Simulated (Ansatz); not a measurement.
# GaNi3C (Pm-3m) in Ansatz: reference runs

Aim: a first look at GaNi3C with PBE, on the cell as given and on a disturbed one.

All numbers are computed with Ansatz 0.2.0; they aren't measurements. Logs are shortened: lines on timing, memory, paths and dates and some standing lists are left out, and cuts for length are marked.

### 1 The structure

It takes space group Pm-3m (No. 221, cubic). The conventional cell has a = 3.776 Å, b = 3.776 Å, c = 3.776 Å, α = 90.00°, β = 90.00°, γ = 90.00°. Ga (site symmetry m-3m) is surrounded by 12 Ni at 2.67 Å. Ni (site symmetry 4/mmm) is surrounded by 2 C at 1.89 Å. C (site symmetry m-3m) is surrounded by 6 Ni at 1.89 Å.

The cell comes from a database or a generator and needn't be the stable form of this composition.

### 2 Single point, PBE, collinear spin, ferromagnetic start

File input.yaml:

```yaml
crystal:
  lattice:
    - [3.775591, 0.0, 0.0]
    - [0.0, 3.775591, 0.0]
    - [0.0, 0.0, 3.775591]
  atoms:
    - { symbol: Ga, position: [0.5, 0.5, 0.5] }
    - { symbol: Ni, position: [0.0, 0.0, 0.5], spin: 1.0 }
    - { symbol: Ni, position: [0.0, 0.5, 0.0], spin: 1.0 }
    - { symbol: Ni, position: [0.5, 0.0, 0.0], spin: 1.0 }
    - { symbol: C, position: [0.0, 0.0, 0.0] }
hamiltonian:
  xc: pbe
  pseudopotentials: { kind: paw }
magnetization:
  spin_polarized: true
kpoints:
  mp_grid: { grid: [7, 7, 7] }
scf:
  occupations: { method: fermi_dirac, width: 0.05 }
output:
  forces: true
  stress: true
  eigenvalues: true
```

Potentials or basis: Ansatz PAW.

On the command line:

```sh
ansatz run input.yaml --threads 2 --pin off --max-ram 5120MiB --backend cpu --events-out ev --progress --plain --runs-dir out
```

Standard output:

```text
Warning: RAYON_NUM_THREADS=2 ignored (pool sized by the plan → 2); use --threads N
Engine: ansatz 0.2.0, x86_64-unknown-linux-gnu
Pseudopotentials: kind: paw
Pseudopotential: Ga, paw, valence charge 13, recommended cutoff 420 eV (normal), Ga.paw.azcp
Pseudopotential: Ni, paw, valence charge 18, recommended cutoff 420 eV (normal), Ni.paw.azcp
Pseudopotential: C, paw, valence charge 4, recommended cutoff 420 eV (normal), C.paw.azcp
Functional definition: PBE
  parameter kappa = 0.804
  parameter beta = 0.06672455060314922
  exchange = pbe_x(kappa = kappa, mu = beta*pi^2/3)
  correlation = pbe_c(beta = beta)
Crystal: 5 atoms, lattice volume = 53.821 Å³
Basis set: ecut = 420 eV, 1021 PW (Γ), exchange–correlation on 54×54×54 points (8 copies of the dense FFT grid, shifted against one another)
Bands: 45, of which v1, the nominal top of the filled ones, is band 36 counted from 1 (35 counted from 0)
Symmetry: 48 space group operations
Space group: Pm-3m (ITA 221), of the structure as read, at distance tolerance 3.8e-5 Å
Magnetic group: BNS 221.92 (UNI 1594), of the structure as read, at distance tolerance 3.8e-5 Å
k-points: 20 of 343
Non-local potential: Ga, projectors of the file, l = 0: 2, l = 1: 2, l = 2: 3, l = 3: 1
Non-local potential: Ni, projectors of the file, l = 0: 3, l = 1: 2, l = 2: 3, l = 3: 1
Non-local potential: C, projectors of the file, l = 0: 2, l = 1: 2, l = 2: 1
PAW form: soft (Blöchl's): semilocal exchange-correlation on the pseudo side does not see the compensation charge
PAW one-centre angular grid: Ga, 590 points (default); XC on 64 Gauss nodes
PAW one-centre angular grid: Ni, 590 points (default); XC on 64 Gauss nodes
PAW one-centre angular grid: C, 110 points (default); XC on 64 Gauss nodes
Initial density: superposition of atomic densities (chi_scale 0.1, normalization cell, long waves kept (reshape's long-wave potential 0.01 eV rms))
Starting moments: Σ|m| = 3 μB on 3 of 5 sites
Initial wavefunctions: pseudopotential atomic-orbital guess
Functional: x = pbe(κ = 0.804, μ = 0.2195149727645171), c = pbe(β = 0.06672455060314922)
SCF iter   1: F=—  HF=-21549.318601 eV  |F-HF|=—  |Δ(HF+E_count)|=         —  Δρ=1.01e-1 (↑1.01e-1 ↓9.10e-2)  dr2=3.99e0  dr2_m=3.58e0  M=0.549 μB ∫|m|=0.684 μB  β_m=0.30  ethr=3.10e-3  ⟨swp⟩=5.5  Hψ=6045  notcnv=0
Mixer restart at iter 1: flushing history
preconditioner: auto → Kerker (q_TF=auto, 2.857 Å⁻¹)  [metal: Δε(μ)=0.075 eV  Ē_g=11.054 eV  σ=0.050 eV  W_gap=0.35  n_scr=18 (ndim 8)  ℏωp=34.7 eV  f_vac=0.000  D(μ)=4.23/eV (n_scr^D=56)]
spin=Collinear: Kerker preconditioning applied to the charge; magnetization (m = ρ↑ − ρ↓) channel mixes plain (no charge-response kernel on spin).
SCF iter   2: F=—  HF=-21549.932816 eV  |F-HF|=—  |Δ(HF+E_count)|=   6.14e-1  Δρ=9.40e-2 (↑6.06e-2 ↓9.40e-2)  dr2=2.15e0  dr2_m=2.55e0  M=0.272 μB ∫|m|=0.388 μB  β_m=0.65  ethr=3.10e-3  ⟨swp⟩=2.0  Hψ=2387  notcnv=0  defer=79
SCF iter   3: F=—  HF=-21553.524331 eV  |F-HF|=—  |Δ(HF+E_count)|=    3.59e0  Δρ=3.65e-2 (↑3.65e-2 ↓1.81e-2)  dr2=4.05e-1  dr2_m=2.91e-1  M=0.048 μB ∫|m|=0.105 μB  β_m=0.73  ethr=3.03e-3  ⟨swp⟩=3.2  Hψ=3418  notcnv=0  defer=86
SCF iter   4: F=—  HF=-21553.734508 eV  |F-HF|=—  |Δ(HF+E_count)|=   2.10e-1  Δρ=2.58e-2 (↑2.58e-2 ↓2.28e-2)  dr2=1.09e0  dr2_m=1.52e-3  M=-0.002 μB ∫|m|=0.008 μB  β_m=0.66  ethr=5.71e-4  ⟨swp⟩=3.0  Hψ=3969  notcnv=0  defer=86
SCF iter   5: F=—  HF=-21553.534739 eV  |F-HF|=—  |Δ(HF+E_count)|=   2.00e-1  Δρ=9.18e-3 (↑5.87e-3 ↓9.18e-3)  dr2=1.45e-1  dr2_m=1.84e-3  M=0.003 μB ∫|m|=0.013 μB  β_m=0.69  ethr=5.71e-4  ⟨swp⟩=2.4  Hψ=2758  notcnv=0  defer=86
SCF iter   6: F=—  HF=-21553.501351 eV  |F-HF|=—  |Δ(HF+E_count)|=   3.34e-2  Δρ=4.07e-3 (↑4.07e-3 ↓2.77e-3)  dr2=1.83e-2  dr2_m=3.60e-4  M=0.003 μB ∫|m|=0.007 μB  β_m=0.69  ethr=2.05e-4  ⟨swp⟩=2.0  Hψ=3350  notcnv=0  defer=90
SCF iter   7: F=—  HF=-21553.498183 eV  |F-HF|=—  |Δ(HF+E_count)|=   3.17e-3  Δρ=3.90e-3 (↑2.75e-3 ↓3.90e-3)  dr2=1.38e-2  dr2_m=1.89e-4  M=-0.001 μB ∫|m|=0.002 μB  β_m=0.83  ethr=2.57e-5  ⟨swp⟩=2.0  Hψ=3030  notcnv=0  defer=90
SCF iter   8: F=—  HF=-21553.498840 eV  |F-HF|=—  |Δ(HF+E_count)|=   6.57e-4  Δρ=6.85e-4 (↑6.85e-4 ↓3.01e-4)  dr2=1.69e-4  dr2_m=9.78e-5  M=-0.001 μB ∫|m|=0.002 μB  β_m=0.92  ethr=1.94e-5  ⟨swp⟩=2.0  Hψ=2621  notcnv=0  defer=90
SCF iter   9: F=—  HF=-21553.498814 eV  |F-HF|=—  |Δ(HF+E_count)|=   2.62e-5  Δρ=4.97e-5 (↑4.58e-5 ↓4.97e-5)  dr2=3.57e-6  dr2_m=2.97e-8  M=-0.000 μB ∫|m|=0.000 μB  β_m=0.96  ethr=2.38e-7  ⟨swp⟩=2.1  Hψ=2402  notcnv=0  defer=90
SCF iter  10: F=—  HF=-21553.498884 eV  |F-HF|=—  |Δ(HF+E_count)|=   7.06e-5  Δρ=2.93e-5 (↑2.93e-5 ↓2.72e-5)  dr2=1.37e-6  dr2_m=9.17e-10  M=0.000 μB ∫|m|=0.000 μB  β_m=0.98  ethr=5.03e-9  ⟨swp⟩=2.1  Hψ=2999  notcnv=0  defer=90
SCF iter  11: F=—  HF=-21553.498884 eV  |F-HF|=—  |Δ(HF+E_count)|=   1.25e-7  Δρ=6.80e-6 (↑6.80e-6 ↓6.04e-6)  dr2=5.52e-8  dr2_m=1.09e-10  M=0.000 μB ∫|m|=0.000 μB  β_m=0.89  ethr=1.93e-9  ⟨swp⟩=2.0  Hψ=2188  notcnv=0  defer=90
SCF iter  12: F=-21553.498884 eV  HF=-21553.498884 eV  |F-HF|=5.42e-9  |Δ(HF+E_count)|=   1.41e-8  Δρ=2.23e-6 (↑1.98e-6 ↓2.23e-6)  dr2=6.75e-9  dr2_m=1.20e-11  M=0.000 μB ∫|m|=0.000 μB  ethr=7.77e-11  ⟨swp⟩=8.8  Hψ=7939  notcnv=0
SCF 1 converged in 12 iterations: F = -21553.498884 eV  dr2 = 6.75e-9
WARN: the starting moments were not kept: the SCF closed with an absolute magnetisation of 3.3e-6 μB, where they sum to 3 μB in size (3 sites). That is at most 0.1 of that sum. Measured as dr2_m measures the in/out step, that magnetisation stands 5.0e-12 eV from none, at or under the dr2_threshold of 1.0e-7 eV: it is no larger than a step whose dr2_m would equal this threshold. The system may hold no moment; this SCF shows only that its start led to no more than that. To try another start: raise the starting moments (crystal.atoms[].spin, magnetization.per_species, magnetization.initial_magnetization, or on a non-collinear deck that types none of these the spinor_matrix: blocks that start its atoms; where the total moment is fixed, keep their sum and leave initial_magnetization as it is; typed ones take the place of any that the run laid by itself, positive ones on a crystal's lanthanoids without a Hubbard term where scf.initial_density.shell_occupations: [] is typed) or, if the notice of its spin-set hold's release reads "site moments contracting" or "site moments show no strong build", lengthen the hold (scf.mixing.spin_hold: { on: { confirm: 4 } }; for m-r²SCAN on two components see the key's manual first). Each may lead to a state that holds a moment. A second SCF, from the converged charge density, with the starting moments and any scf.initial_density.shell_occupations laid on it anew, would have followed, and was not run: the deck does not ask for one (magnetization.retry_lost_moments is false, the default). To let it run, set magnetization.retry_lost_moments: true and run the deck again, where that key's refused combinations let it; where memory then withholds it, that run's warning says so.
SCF converged after 12 iterations
Magnetization: 0.0000 μB (35.5000 up, 35.5000 down)
Absolute magnetization: 0.0000 μB (∫|ρ↑−ρ↓|, with the PAW one-centre terms)
Spin contamination: 0.0000 ħ² per cell (⟨S²⟩ above its minimum at these occupations)
Per-site moments (μB) at R_I (Å): [(-1.7854994966301906e-7, 1.1012702246233455), (6.431980067868628e-7, 0.77871564375), (6.431980074393537e-7, 0.77871564375), (6.431980065710887e-7, 0.77871564375), (-1.263757979239844e-7, 0.77871564375)]
Free energy (F): -21553.498884 eV
Harris-Foulkes:  -21553.498884 eV  (|F-HF|=5.42e-9)
Internal energy: -21553.485675 eV  (E = F + TS)
E sigma→0 (E₀):  -21553.492280 eV
Entropy (-TS):   -0.013209 eV (-2.642 meV/atom)
Fermi energy:    16.354858 eV
--- Per-component energies (eV) ---
  E_band       = -899.920549
  E_kinetic    = 1056.486485
  E_local      = -12936.018237  (includes V_loc(G=0)·N_el)
  E_nonlocal   = 2366.620779
  E_hartree    = 5533.780882
  E_xc         = -372.197579
  E_vxc        = -446.739426  (∫ρ·V_xc dr)
  E_paw        = -6985.009118  (= ΣΔE_a)
  E_vpaw       = -2007.823907  (= ΣTr[D̂ρ^β])
  E_aug_tail   = 0.001674  (compensation charges beyond the density's cutoff)
  E_ewald      = -10217.150562
  E_smearing   = -0.013209  (= −TS)
  E_closure    = -0.000000  (closes the sum)
  Σ components = -21553.498884   (vs F -21553.498884, Δ=0.00e0)
--- Forces (eV/Å), atoms counted from 1 ---
  atom   1  Ga     0.00000000     0.00000000     0.00000000
  atom   2  Ni     0.00000000    -0.00000000     0.00000000
  atom   3  Ni     0.00000000    -0.00000000     0.00000000
  atom   4  Ni     0.00000000    -0.00000000     0.00000000
  atom   5  C     -0.00000000     0.00000000    -0.00000000
  max |Σ_I F_I| component: 1.05e-28 eV/Å
--- Stress (GPa, compression-positive) ---
        1.270942      -0.000000       0.000000
       -0.000000       1.270942       0.000000
        0.000000       0.000000       1.270942
  P = ⅓ Tr σ = 1.2709 GPa (12.709 kbar)
--- Band table (eV; the first three rows and the last of 40) ---
  k-point 0 ↑: bands = ["-87.2127", "-87.1991", "-87.1991", "-48.0177", "-48.0177", "-48.0177", "-47.4228", "-47.4228", "-47.4228", "-47.4150", "-47.4150", "-47.4150", "1.1109", "1.1109", "1.1420", "1.1420", "1.1420", "2.1896", "7.6747", "12.3719", "12.3719", "12.3719", "12.6728", "12.6728", "12.6728", "13.0392", "13.0392", "14.4104", "14.4104", "14.6874", "14.6874", "14.6874", "15.3692", "15.3692", "15.3692", "15.6003", "17.9476", "19.2241", "19.2241", "19.2241", "21.4464", "21.4464", "26.1197", "27.7093", "27.7093"]
  k-point 1 ↑: bands = ["-87.2121", "-87.1997", "-87.1991", "-48.0175", "-48.0175", "-48.0172", "-47.4233", "-47.4225", "-47.4225", "-47.4155", "-47.4155", "-47.4151", "1.1129", "1.1200", "1.1412", "1.1412", "1.1427", "2.3351", "7.7219", "11.5748", "12.1210", "12.1210", "12.7021", "12.8345", "12.8345", "13.0220", "13.1593", "14.4103", "14.4926", "14.6518", "14.6740", "14.6740", "15.3694", "15.4984", "15.4984", "15.5278", "17.8627", "19.0843", "19.3926", "19.3926", "21.5260", "22.4320", "26.6181", "26.6758", "26.8069"]
  k-point 2 ↑: bands = ["-87.2105", "-87.2013", "-87.1991", "-48.0170", "-48.0170", "-48.0162", "-47.4245", "-47.4217", "-47.4217", "-47.4168", "-47.4168", "-47.4153", "1.1173", "1.1393", "1.1393", "1.1402", "1.1442", "2.7130", "7.6861", "10.6776", "11.8172", "11.8172", "12.4831", "12.7721", "12.9291", "12.9291", "13.4789", "14.3651", "14.4036", "14.5678", "14.6212", "14.6212", "15.3237", "15.3697", "15.8680", "15.8680", "17.8860", "18.9812", "19.7266", "19.7266", "21.7891", "24.4355", "24.8839", "25.6475", "25.6475"]
  k-point 19 ↓: bands = ["-87.2041", "-87.2034", "-87.2034", "-48.0794", "-47.9830", "-47.9830", "-47.4488", "-47.4485", "-47.4485", "-47.3923", "-47.3923", "-47.3919", "1.1072", "1.1092", "1.1092", "1.1832", "1.1832", "4.7665", "9.0937", "9.1134", "9.1134", "9.6997", "12.9811", "13.2733", "13.2733", "13.8546", "13.8546", "13.9334", "13.9334", "14.0059", "14.0650", "14.9992", "14.9992", "15.4069", "15.5444", "15.5444", "17.1240", "17.4976", "17.4976", "17.9775", "25.3324", "25.7560", "25.7560", "29.5420", "31.2303"]
```

Run time: 9.6 s. Hardware: 2 threads of Intel Xeon at 2.50GHz (Skylake/Cascade Lake), shared host; peak memory 0.46 GiB.

What came out:

```
Free energy            : -21553.4989 eV
Pressure               : 1.3 GPa
Band gap on the k mesh : none (metal or under the smearing width)
Net moment             : 0.00 μB per cell
Absolute moment        : 0.00 μB per cell
```

Caveat: the starting moments weren't kept.

### 3 Single point, PBE, collinear spin, ferromagnetic start (atoms moved at random, drawn with an rms of 0.05 Å)

File input.yaml:

```yaml
crystal:
  lattice:
    - [3.775591, 0.0, 0.0]
    - [0.0, 3.775591, 0.0]
    - [0.0, 0.0, 3.775591]
  atoms:
    - { symbol: Ga, position: [0.498774, 0.501214, 0.50781] }
    - { symbol: Ni, position: [-0.009584, -0.011198, 0.49827], spin: 1.0 }
    - { symbol: Ni, position: [-0.012767, 0.482487, 0.006234], spin: 1.0 }
    - { symbol: Ni, position: [0.489009, 0.008243, 0.001468], spin: 1.0 }
    - { symbol: C, position: [0.002671, -0.018258, 0.002747] }
hamiltonian:
  xc: pbe
  pseudopotentials: { kind: paw }
magnetization:
  spin_polarized: true
kpoints:
  mp_grid: { grid: [7, 7, 7] }
scf:
  occupations: { method: fermi_dirac, width: 0.05 }
output:
  forces: true
  stress: true
  eigenvalues: true
```

Potentials or basis: Ansatz PAW.

On the command line:

```sh
ansatz run input.yaml --threads 2 --pin off --max-ram 5120MiB --backend cpu --events-out ev --progress --plain --runs-dir out
```

Standard output:

```text
Warning: RAYON_NUM_THREADS=2 ignored (pool sized by the plan → 2); use --threads N
[... 90 lines left out ...]
  k-point 1 ↑: bands = ["-87.2167", "-87.2050", "-87.2021", "-48.0250", "-48.0226", "-48.0199", "-47.4289", "-47.4272", "-47.4260", "-47.4202", "-47.4194", "-47.4172", "1.1180", "1.1249", "1.1460", "1.1464", "1.1477", "2.3400", "7.7240", "11.5426", "12.0545", "12.0830", "12.7111", "12.8202", "12.8619", "13.0507", "13.1581", "14.4261", "14.4818", "14.6379", "14.6751", "14.6925", "15.3467", "15.4812", "15.5104", "15.5481", "17.8629", "19.0613", "19.3891", "19.4634", "21.5341", "22.4357", "26.5686", "26.6302", "26.8187"]
  k-point 2 ↑: bands = ["-87.2151", "-87.2066", "-87.2023", "-48.0246", "-48.0223", "-48.0186", "-47.4294", "-47.4276", "-47.4252", "-47.4212", "-47.4205", "-47.4173", "1.1223", "1.1441", "1.1444", "1.1452", "1.1491", "2.7179", "7.6870", "10.6686", "11.7681", "11.7810", "12.4770", "12.7868", "12.9295", "12.9464", "13.4747", "14.3519", "14.3961", "14.5508", "14.6264", "14.6422", "15.3188", "15.3483", "15.8792", "15.9092", "17.8937", "18.9518", "19.7224", "19.7624", "21.7793", "24.4222", "24.8313", "25.6810", "25.7323"]
  k-point 171 ↓: bands = ["-87.2122", "-87.2082", "-87.2035", "-48.0467", "-48.0147", "-48.0015", "-47.4409", "-47.4372", "-47.4284", "-47.4160", "-47.4143", "-47.4075", "1.1311", "1.1359", "1.1397", "1.1471", "1.1686", "3.3783", "7.6907", "10.3850", "10.9479", "11.0186", "11.8599", "12.8737", "12.9967", "13.1739", "13.7823", "14.1778", "14.2544", "14.2642", "14.6769", "14.8635", "14.8883", "15.2620", "15.9376", "16.6664", "17.4217", "18.4892", "19.6865", "21.1126", "23.2854", "23.4717", "24.4615", "25.0119", "26.9098"]
```

Run time: 1.8 min. Hardware: 2 threads of Intel Xeon at 2.50GHz (Skylake/Cascade Lake), shared host; peak memory 0.85 GiB.

What came out:

| Quantity | Value |
| --- | --- |
| Free energy | -21553.4630 eV |
| Pressure | 1.6 GPa |
| Largest force | 0.714 eV/Å |
| Band gap on the k mesh | none (metal or under the smearing width) |
| Net moment | 0.00 μB per cell |
| Absolute moment | 0.00 μB per cell |

Forces in eV/Å, atoms in the order of the input:
```
Ga  -0.079 -0.116 -0.061
Ni   0.029 -0.066  0.326
Ni   0.048  0.262 -0.043
Ni   0.681 -0.171 -0.020
C   -0.679  0.090 -0.202
```

Stress tensor (GPa, compression positive):
```
 2.02  0.35 -0.03
 0.35  1.50 -0.05
-0.03 -0.05  1.23
```

Caveat: the starting moments weren't kept.
